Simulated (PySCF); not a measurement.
**A gas-phase reaction: CH6GeO + BrH → BrGeH3 + CH4O**

What reaction energy should one expect for `C[O][GeH3]` + `Br` → `[GeH3][Br]` + `CO`?

Computed with PySCF 2.14.0; each step states its level. No surroundings beyond the atoms listed, unless a continuum is named. Atoms count from 0, parts from 1.

## Step 1: Starting point

Each species was relaxed by itself at PBE0-D3(BJ)/def2-SVPD.

## Step 2: Energies of the species: wB97M-D3(BJ)/def2-TZVPD

What the job is given:

```
{"job": {"kind": "react", "xc": "wB97M-D3(BJ)", "basis": "def2-TZVPD"}, "charge": 0, "multiplicity": 1}
-1 CH6GeO charge 0 multiplicity 1
C      1.267650    -0.266160     0.477530
O     -0.004700    -0.825170     0.292330
Ge    -1.289880     0.174070    -0.451420
H      1.732940     0.040390    -0.477880
H      1.914280    -1.025450     0.940870
H      1.244120     0.614980     1.145550
H     -1.518080     1.418090     0.430230
H     -2.518520    -0.737480    -0.498930
H     -0.826670     0.604850    -1.857440

-1 BrH charge 0 multiplicity 1
Br     0.715060     0.007170     0.005090
H     -0.708610    -0.003910    -0.005410

+1 BrGeH3 charge 0 multiplicity 1
Ge    -0.173190     0.029480     0.017050
Br     2.140190    -0.148670     0.023820
H     -0.714010    -1.213880    -0.696220
H     -0.620230     0.088000     1.481270
H     -0.518940     1.317030    -0.737820

+1 CH4O charge 0 multiplicity 1
C     -0.334460     0.028110    -0.046200
O      0.996400     0.476380     0.000240
H     -0.696300    -0.318700     0.937640
H     -0.480210    -0.782050    -0.782100
H     -0.953560     0.880790    -0.353730
H      1.569950    -0.244980     0.267520
```

Method: wB97M-D3(BJ)/def2-TZVPD reaction energy of separated species, gas phase.

Started as:

```
$ OMP_NUM_THREADS=1 python cluster_run.py task.json out
```

The driver reads the jobs from task.json and runs them one after another.

Output:

```text
species 1 (CH6GeO)
coarse grid: 32608 points
cycle   1  E = -2193.9103916037  dE = -4.955e-01  |g| = 8.825e-01  |ddm| = 2.354e+00
cycle   2  E = -2193.8574717815  dE =  5.292e-02  |g| = 1.090e+00  |ddm| = 1.171e+00
cycle   3  E = -2194.0184824200  dE = -1.610e-01  |g| = 7.414e-02  |ddm| = 5.842e-01
cycle   4  E = -2194.0191809107  dE = -6.985e-04  |g| = 3.926e-02  |ddm| = 7.229e-02
cycle   5  E = -2194.0193760279  dE = -1.951e-04  |g| = 4.028e-03  |ddm| = 2.639e-02
cycle   6  E = -2194.0193805375  dE = -4.510e-06  |g| = 1.200e-03  |ddm| = 6.805e-03
final grid: 67688 points
cycle   7  E = -2194.0193112865  dE = -3.074e-07  |g| = 8.223e-04  |ddm| = 4.070e-03
cycle   8  E = -2194.0193113554  dE = -6.893e-08  |g| = 6.534e-04  |ddm| = 1.085e-03
cycle   9  E = -2194.0193114371  dE = -8.170e-08  |g| = 5.355e-05  |ddm| = 4.088e-04
cycle  10  E = -2194.0193114378  dE = -7.599e-10  |g| = 3.077e-05  |ddm| = 8.477e-05
converged SCF energy = -2194.0193114378

species 2 (BrH)
coarse grid: 9808 points
cycle   1  E = -2574.7444816754  dE = -1.115e+00  |g| = 2.814e-01  |ddm| = 9.887e-01
cycle   2  E = -2574.7574487933  dE = -1.297e-02  |g| = 1.487e-01  |ddm| = 2.655e-01
cycle   3  E = -2574.7608846091  dE = -3.436e-03  |g| = 8.657e-03  |ddm| = 8.708e-02
cycle   4  E = -2574.7609219741  dE = -3.737e-05  |g| = 2.523e-03  |ddm| = 1.268e-02
cycle   5  E = -2574.7609264046  dE = -4.430e-06  |g| = 6.497e-04  |ddm| = 4.934e-03
final grid: 18448 points
cycle   6  E = -2574.7609110794  dE = -1.922e-07  |g| = 3.884e-04  |ddm| = 9.239e-04
cycle   7  E = -2574.7609111071  dE = -2.763e-08  |g| = 2.729e-04  |ddm| = 3.936e-04
cycle   8  E = -2574.7609111141  dE = -7.073e-09  |g| = 3.378e-05  |ddm| = 1.359e-04
cycle   9  E = -2574.7609111152  dE = -1.021e-09  |g| = 1.120e-05  |ddm| = 6.292e-05
cycle  10  E = -2574.7609111152  dE = -5.139e-11  |g| = 1.704e-06  |ddm| = 1.292e-05
converged SCF energy = -2574.7609111152

species 3 (BrGeH3)
coarse grid: 22168 points
cycle   1  E = -4652.9636129771  dE = -1.715e+00  |g| = 6.619e-01  |ddm| = 1.850e+00
cycle   2  E = -4652.9763183815  dE = -1.271e-02  |g| = 6.686e-01  |ddm| = 7.821e-01
cycle   3  E = -4653.0126356822  dE = -3.632e-02  |g| = 4.303e-02  |ddm| = 3.684e-01
cycle   4  E = -4653.0128611113  dE = -2.254e-04  |g| = 6.813e-03  |ddm| = 3.444e-02
cycle   5  E = -4653.0128845783  dE = -2.347e-05  |g| = 1.853e-03  |ddm| = 1.388e-02
cycle   6  E = -4653.0128863218  dE = -1.743e-06  |g| = 6.289e-04  |ddm| = 4.193e-03
final grid: 42232 points
cycle   7  E = -4653.0127976693  dE = -1.717e-07  |g| = 4.543e-04  |ddm| = 1.279e-03
cycle   8  E = -4653.0127976995  dE = -3.018e-08  |g| = 3.551e-04  |ddm| = 5.982e-04
cycle   9  E = -4653.0127977116  dE = -1.217e-08  |g| = 3.913e-05  |ddm| = 1.974e-04
cycle  10  E = -4653.0127977132  dE = -1.614e-09  |g| = 2.207e-05  |ddm| = 1.168e-04
cycle  11  E = -4653.0127977134  dE = -1.519e-10  |g| = 6.410e-06  |ddm| = 3.416e-05
converged SCF energy = -4653.0127977134

species 4 (CH4O)
coarse grid: 20248 points
cycle   1  E = -115.7313989788  dE =  7.123e-02  |g| = 5.636e-01  |ddm| = 1.531e+00
cycle   2  E = -115.7261994396  dE =  5.200e-03  |g| = 6.290e-01  |ddm| = 6.636e-01
cycle   3  E = -115.7900769286  dE = -6.388e-02  |g| = 2.852e-02  |ddm| = 2.811e-01
cycle   4  E = -115.7902351453  dE = -1.582e-04  |g| = 6.697e-03  |ddm| = 3.246e-02
cycle   5  E = -115.7902477580  dE = -1.261e-05  |g| = 1.490e-03  |ddm| = 1.016e-02
cycle   6  E = -115.7902483636  dE = -6.056e-07  |g| = 5.702e-04  |ddm| = 2.213e-03
final grid: 43904 points
cycle   7  E = -115.7902250180  dE = -7.197e-08  |g| = 4.652e-04  |ddm| = 2.142e-03
cycle   8  E = -115.7902250411  dE = -2.306e-08  |g| = 3.459e-04  |ddm| = 5.982e-04
cycle   9  E = -115.7902250671  dE = -2.602e-08  |g| = 1.488e-05  |ddm| = 2.038e-04
cycle  10  E = -115.7902250672  dE = -8.902e-11  |g| = 1.305e-05  |ddm| = 5.070e-05
converged SCF energy = -115.7902250672

Reaction energy = -13.949 kcal/mol
```

Wall time 31 s (1 thread of Arm Neoverse N1, shared host); peak memory 0.64 GiB.

Species by species (with the dispersion term, which the log's SCF energies lack):

| ν | species | energy (Eh) | HOMO (eV) |
| --- | --- | --- | --- |
| -1 | C[O][GeH3] | -2194.02645 | -10.22 |
| -1 | Br | -2574.76148 | -11.15 |
| +1 | [GeH3][Br] | -4653.01636 | -10.54 |
| +1 | CO | -115.79380 | -10.52 |

## Step 3: Reaction energy: PBE0-D3(BJ)/def2-TZVPD

Settings changed since step 2:

```diff
@@ -1,2 +1,2 @@
-{"job": {"kind": "react", "xc": "wB97M-D3(BJ)", "basis": "def2-TZVPD"}, "charge": 0, "multiplicity": 1}
+{"job": {"kind": "react", "xc": "PBE0", "basis": "def2-TZVPD", "disp": "d3bj"}, "charge": 0, "multiplicity": 1}
 -1 CH6GeO charge 0 multiplicity 1
```

With the program's defaults for keys left out, this is: PBE0-D3(BJ)/def2-TZVPD reaction energy of separated species, gas phase.

Output:

```text
species 1 (CH6GeO)
coarse grid: 32608 points
cycle   1  E = -2193.4734264940  dE = -4.861e-01  |g| = 9.258e-01  |ddm| = 2.366e+00
cycle   2  E = -2193.1751223672  dE =  2.983e-01  |g| = 1.579e+00  |ddm| = 1.400e+00
cycle   3  E = -2193.5793311479  dE = -4.042e-01  |g| = 2.178e-01  |ddm| = 9.141e-01
cycle   4  E = -2193.5862993076  dE = -6.968e-03  |g| = 4.742e-02  |ddm| = 1.508e-01
cycle   5  E = -2193.5865184698  dE = -2.192e-04  |g| = 7.129e-03  |ddm| = 3.373e-02
cycle   6  E = -2193.5865280770  dE = -9.607e-06  |g| = 2.192e-03  |ddm| = 7.518e-03
final grid: 67688 points
cycle   7  E = -2193.5865320671  dE =  4.207e-07  |g| = 2.729e-03  |ddm| = 4.456e-03
cycle   8  E = -2193.5865309997  dE =  1.067e-06  |g| = 3.666e-03  |ddm| = 3.197e-03
cycle   9  E = -2193.5865335590  dE = -2.559e-06  |g| = 4.987e-04  |ddm| = 1.823e-03
cycle  10  E = -2193.5865336075  dE = -4.849e-08  |g| = 2.662e-05  |ddm| = 2.942e-04
cycle  11  E = -2193.5865336076  dE = -6.366e-11  |g| = 4.507e-06  |ddm| = 2.004e-05
converged SCF energy = -2193.5865336076

species 2 (BrH)
coarse grid: 9808 points
cycle   1  E = -2574.4494534961  dE = -1.081e+00  |g| = 2.724e-01  |ddm| = 1.042e+00
cycle   2  E = -2574.4540917626  dE = -4.638e-03  |g| = 1.699e-01  |ddm| = 2.601e-01
cycle   3  E = -2574.4588661873  dE = -4.774e-03  |g| = 3.007e-02  |ddm| = 1.194e-01
cycle   4  E = -2574.4590976761  dE = -2.315e-04  |g| = 4.156e-03  |ddm| = 2.212e-02
cycle   5  E = -2574.4591016786  dE = -4.002e-06  |g| = 1.311e-03  |ddm| = 4.270e-03
final grid: 18448 points
cycle   6  E = -2574.4591027934  dE = -7.034e-08  |g| = 1.375e-03  |ddm| = 2.024e-03
cycle   7  E = -2574.4591028078  dE = -1.432e-08  |g| = 1.399e-03  |ddm| = 1.791e-03
cycle   8  E = -2574.4591030287  dE = -2.209e-07  |g| = 5.149e-05  |ddm| = 8.398e-04
cycle   9  E = -2574.4591030293  dE = -6.694e-10  |g| = 1.026e-05  |ddm| = 4.413e-05
converged SCF energy = -2574.4591030293

species 3 (BrGeH3)
coarse grid: 22168 points
cycle   1  E = -4652.3909941752  dE = -1.670e+00  |g| = 6.913e-01  |ddm| = 1.848e+00
cycle   2  E = -4652.3735133490  dE =  1.748e-02  |g| = 8.000e-01  |ddm| = 8.466e-01
cycle   3  E = -4652.4308616453  dE = -5.735e-02  |g| = 7.087e-02  |ddm| = 4.870e-01
cycle   4  E = -4652.4313085666  dE = -4.469e-04  |g| = 9.373e-03  |ddm| = 4.112e-02
cycle   5  E = -4652.4313230619  dE = -1.450e-05  |g| = 4.187e-03  |ddm| = 1.323e-02
cycle   6  E = -4652.4313284851  dE = -5.423e-06  |g| = 2.375e-04  |ddm| = 4.741e-03
final grid: 42232 points
cycle   7  E = -4652.4313214455  dE = -9.542e-09  |g| = 2.644e-04  |ddm| = 1.014e-03
cycle   8  E = -4652.4313214388  dE =  6.688e-09  |g| = 3.629e-04  |ddm| = 5.072e-04
cycle   9  E = -4652.4313214619  dE = -2.310e-08  |g| = 2.238e-05  |ddm| = 2.609e-04
cycle  10  E = -4652.4313214621  dE = -1.619e-10  |g| = 5.640e-06  |ddm| = 2.655e-05
converged SCF energy = -4652.4313214621

species 4 (CH4O)
coarse grid: 4656 points
cycle   1  E = -115.5794465078  dE =  6.207e-02  |g| = 5.866e-01  |ddm| = 1.555e+00
cycle   2  E = -115.4915244658  dE =  8.792e-02  |g| = 9.146e-01  |ddm| = 8.406e-01
cycle   3  E = -115.6420526063  dE = -1.505e-01  |g| = 4.539e-02  |ddm| = 4.744e-01
cycle   4  E = -115.6423799319  dE = -3.273e-04  |g| = 1.802e-02  |ddm| = 3.323e-02
cycle   5  E = -115.6424493989  dE = -6.947e-05  |g| = 4.966e-03  |ddm| = 1.213e-02
cycle   6  E = -115.6424546771  dE = -5.278e-06  |g| = 3.241e-04  |ddm| = 3.585e-03
final grid: 43904 points
cycle   7  E = -115.6393354050  dE = -2.335e-05  |g| = 6.823e-03  |ddm| = 6.084e-02
cycle   8  E = -115.6393289187  dE =  6.486e-06  |g| = 9.095e-03  |ddm| = 7.573e-03
cycle   9  E = -115.6393440856  dE = -1.517e-05  |g| = 8.541e-04  |ddm| = 4.221e-03
cycle  10  E = -115.6393442223  dE = -1.367e-07  |g| = 1.392e-04  |ddm| = 5.456e-04
cycle  11  E = -115.6393442264  dE = -4.106e-09  |g| = 1.556e-05  |ddm| = 9.159e-05
cycle  12  E = -115.6393442264  dE = -4.209e-11  |g| = 2.210e-06  |ddm| = 1.540e-05
converged SCF energy = -115.6393442264

Reaction energy = -15.529 kcal/mol
```

Wall time 17 s (1 thread of Arm Neoverse N1, shared host); peak memory 0.6 GiB.

Reaction energy at this level: -15.53 kcal/mol.

## Step 4: Energies of the species: MP2/def2-TZVPD

Settings changed since step 3:

```diff
@@ -1,2 +1,2 @@
-{"job": {"kind": "react", "xc": "PBE0", "basis": "def2-TZVPD", "disp": "d3bj"}, "charge": 0, "multiplicity": 1}
+{"job": {"kind": "react", "xc": "MP2", "basis": "def2-TZVPD"}, "charge": 0, "multiplicity": 1}
 -1 CH6GeO charge 0 multiplicity 1
```

Method: MP2/def2-TZVPD reaction energy of separated species, gas phase.

Output:

```text
species 1 (CH6GeO)
final grid: 67688 points
cycle   1  E = -2191.5543098234  dE = -5.661e-01  |g| = 6.402e-01  |ddm| = 2.306e+00
cycle   2  E = -2191.6068246871  dE = -5.251e-02  |g| = 4.577e-01  |ddm| = 6.629e-01
cycle   3  E = -2191.6358890746  dE = -2.906e-02  |g| = 4.925e-02  |ddm| = 2.565e-01
cycle   4  E = -2191.6366963075  dE = -8.072e-04  |g| = 1.361e-02  |ddm| = 7.057e-02
cycle   5  E = -2191.6367435349  dE = -4.723e-05  |g| = 3.959e-03  |ddm| = 1.448e-02
cycle   6  E = -2191.6367469992  dE = -3.464e-06  |g| = 8.664e-04  |ddm| = 5.179e-03
cycle   7  E = -2191.6367472288  dE = -2.296e-07  |g| = 2.807e-04  |ddm| = 1.912e-03
cycle   8  E = -2191.6367472552  dE = -2.646e-08  |g| = 7.716e-05  |ddm| = 4.901e-04
cycle   9  E = -2191.6367472584  dE = -3.150e-09  |g| = 1.927e-05  |ddm| = 1.398e-04
cycle  10  E = -2191.6367472586  dE = -2.369e-10  |g| = 4.326e-06  |ddm| = 4.644e-05
converged SCF energy = -2191.6367472586

species 2 (BrH)
final grid: 18448 points
cycle   1  E = -2572.9852621935  dE = -1.144e+00  |g| = 2.202e-01  |ddm| = 9.640e-01
cycle   2  E = -2572.9999185925  dE = -1.466e-02  |g| = 7.760e-02  |ddm| = 2.157e-01
cycle   3  E = -2573.0014423700  dE = -1.524e-03  |g| = 1.588e-02  |ddm| = 5.815e-02
cycle   4  E = -2573.0016142700  dE = -1.719e-04  |g| = 5.005e-03  |ddm| = 1.886e-02
cycle   5  E = -2573.0016333958  dE = -1.913e-05  |g| = 1.691e-03  |ddm| = 6.805e-03
cycle   6  E = -2573.0016347989  dE = -1.403e-06  |g| = 3.418e-04  |ddm| = 2.059e-03
cycle   7  E = -2573.0016348725  dE = -7.362e-08  |g| = 5.979e-05  |ddm| = 6.414e-04
cycle   8  E = -2573.0016348739  dE = -1.424e-09  |g| = 8.468e-06  |ddm| = 8.660e-05
cycle   9  E = -2573.0016348740  dE = -4.684e-11  |g| = 1.310e-06  |ddm| = 1.889e-05
converged SCF energy = -2573.0016348740

species 3 (BrGeH3)
final grid: 42232 points
cycle   1  E = -4649.5280662210  dE = -1.788e+00  |g| = 4.240e-01  |ddm| = 1.818e+00
cycle   2  E = -4649.5603105233  dE = -3.224e-02  |g| = 2.933e-01  |ddm| = 4.684e-01
cycle   3  E = -4649.5688423422  dE = -8.532e-03  |g| = 3.416e-02  |ddm| = 1.938e-01
cycle   4  E = -4649.5692832038  dE = -4.409e-04  |g| = 1.031e-02  |ddm| = 5.080e-02
cycle   5  E = -4649.5693297843  dE = -4.658e-05  |g| = 2.116e-03  |ddm| = 1.540e-02
cycle   6  E = -4649.5693324644  dE = -2.680e-06  |g| = 7.287e-04  |ddm| = 4.368e-03
cycle   7  E = -4649.5693328449  dE = -3.805e-07  |g| = 2.500e-04  |ddm| = 1.397e-03
cycle   8  E = -4649.5693329001  dE = -5.519e-08  |g| = 7.168e-05  |ddm| = 5.828e-04
cycle   9  E = -4649.5693329028  dE = -2.727e-09  |g| = 1.634e-05  |ddm| = 1.544e-04
cycle  10  E = -4649.5693329030  dE = -1.701e-10  |g| = 3.068e-06  |ddm| = 4.390e-05
converged SCF energy = -4649.5693329030

species 4 (CH4O)
final grid: 43904 points
cycle   1  E = -115.0461733646  dE =  5.901e-02  |g| = 4.729e-01  |ddm| = 1.453e+00
cycle   2  E = -115.0808529854  dE = -3.468e-02  |g| = 2.725e-01  |ddm| = 4.369e-01
cycle   3  E = -115.0930375103  dE = -1.218e-02  |g| = 3.975e-02  |ddm| = 1.287e-01
cycle   4  E = -115.0934377368  dE = -4.002e-04  |g| = 8.732e-03  |ddm| = 3.512e-02
cycle   5  E = -115.0934624873  dE = -2.475e-05  |g| = 2.139e-03  |ddm| = 8.122e-03
cycle   6  E = -115.0934642807  dE = -1.793e-06  |g| = 6.164e-04  |ddm| = 3.401e-03
cycle   7  E = -115.0934644775  dE = -1.969e-07  |g| = 1.503e-04  |ddm| = 1.292e-03
cycle   8  E = -115.0934644925  dE = -1.501e-08  |g| = 2.631e-05  |ddm| = 2.702e-04
cycle   9  E = -115.0934644930  dE = -4.530e-10  |g| = 5.169e-06  |ddm| = 8.301e-05
converged SCF energy = -115.0934644930

Reaction energy = -12.763 kcal/mol
```

It took 8.7 s on 1 thread of Arm Neoverse N1, shared host; peak memory 0.55 GiB.

Reaction energy at this level: -12.76 kcal/mol.

## Step 5: Side by side

Energies in kcal/mol, with wall time:

| run | reaction | time |
| --- | --- | --- |
| wB97M-D3(BJ)/def2-TZVPD | -13.95 | 31 s |
| PBE0-D3(BJ)/def2-TZVPD | -15.53 | 17 s |
| MP2/def2-TZVPD | -12.76 | 8.7 s |

## Step 6: Outcome

```
                                                quantity                      value
               reaction energy (wB97M-D3(BJ)/def2-TZVPD)            -13.95 kcal/mol
                     ΔH, ΔG at 298 K (xTB thermal terms)      -11.4, -11.7 kcal/mol
range of the reaction energy over the runs of this table  -15.53 to -12.76 kcal/mol
```

What this shows: The reaction is exothermic by 11.4 kcal/mol in the gas phase; dispersion gives +0.36, and xTB itself gave -17.27 for the electronic energy (xTB energies and thermal terms come from the earlier relaxation of each species, not shown). No barrier was sought. The reaction energy runs from -15.53 (PBE0-D3(BJ)/def2-TZVPD) to -12.76 kcal/mol (MP2/def2-TZVPD).
